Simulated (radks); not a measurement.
# Nuclear size and the levels of Ni

Aim: how the total energy, the levels and the density at the nucleus of Ni respond when the nuclear radius is scaled.

Method: Dirac Kohn-Sham, BLYP, spin-unpolarised, spherical densities, finite nucleus; open shells fill j = l - 1/2 first. Code: radks (a radial shooting solver on a logarithmic mesh, Libxc functionals) version 1.

**1. Starting point**

| Item | Value |
| --- | --- |
| element | nickel (Z = 28) |
| charge | 0 |
| electrons | 28 |
| configuration | [Ar] 3d8 4s2 |
| nuclear rms radius | 3.7757 fm |

**2. rms radius 3.7757 fm**

Input:

```text
Z 28
configuration [Ar] 3d8 4s2 4p0 5s0
relativity Dirac
functional b88,lyp
spin unpolarised
j_filling energy
nucleus finite rms 3.7757 fm
c 137.035999084
```

**3. rms radius 3.266 fm**

Input: that of step 2 with these lines changed.

```diff
@@ -6,3 +6,3 @@
 j_filling energy
-nucleus finite rms 3.7757 fm
+nucleus finite rms 3.266 fm
 c 137.035999084
```

**4. rms radius 3.5378 fm**

Input: that of step 3 with these lines changed.

```diff
@@ -6,3 +6,3 @@
 j_filling energy
-nucleus finite rms 3.266 fm
+nucleus finite rms 3.5378 fm
 c 137.035999084
```

**5. rms radius 3.9494 fm**

Input: that of step 4 with these lines changed.

```diff
@@ -6,3 +6,3 @@
 j_filling energy
-nucleus finite rms 3.5378 fm
+nucleus finite rms 3.9494 fm
 c 137.035999084
```

**6. rms radius 4.629 fm**

Input: that of step 5 with these lines changed.

```diff
@@ -6,3 +6,3 @@
 j_filling energy
-nucleus finite rms 3.9494 fm
+nucleus finite rms 4.629 fm
 c 137.035999084
```

What does the calculation give? Wanted: for each run, rms radius; total energy shift; density at nucleus; 1s1/2 shift; 2s1/2 shift; 2p1/2 shift; 3s1/2 shift.

As calculated:

```csv
rms radius (fm),total energy shift (eV),density at nucleus (e/bohr³),1s1/2 shift (meV),2s1/2 shift (meV),2p1/2 shift (meV),3s1/2 shift (meV)
3.266,-0.0398,1.976e+04,-16.9,-1.57,0.150,-0.225
3.5378,-0.0193,1.968e+04,-8.18,-0.760,0.0727,-0.109
3.7757,0,1.962e+04,0,0,0,0
3.9494,0.0148,1.958e+04,6.30,0.584,-0.0559,0.0836
4.629,0.0789,1.942e+04,33.5,3.11,-0.298,0.445
```

Shifts are against the first run. Over the range the 1s1/2 level moves by 0.0504 eV and the 3s1/2 level by 0.670 meV. A larger nucleus binds the 1s electrons less and lowers the density at its centre. These are shifts of eigenvalues, not the field shifts of spectral lines.
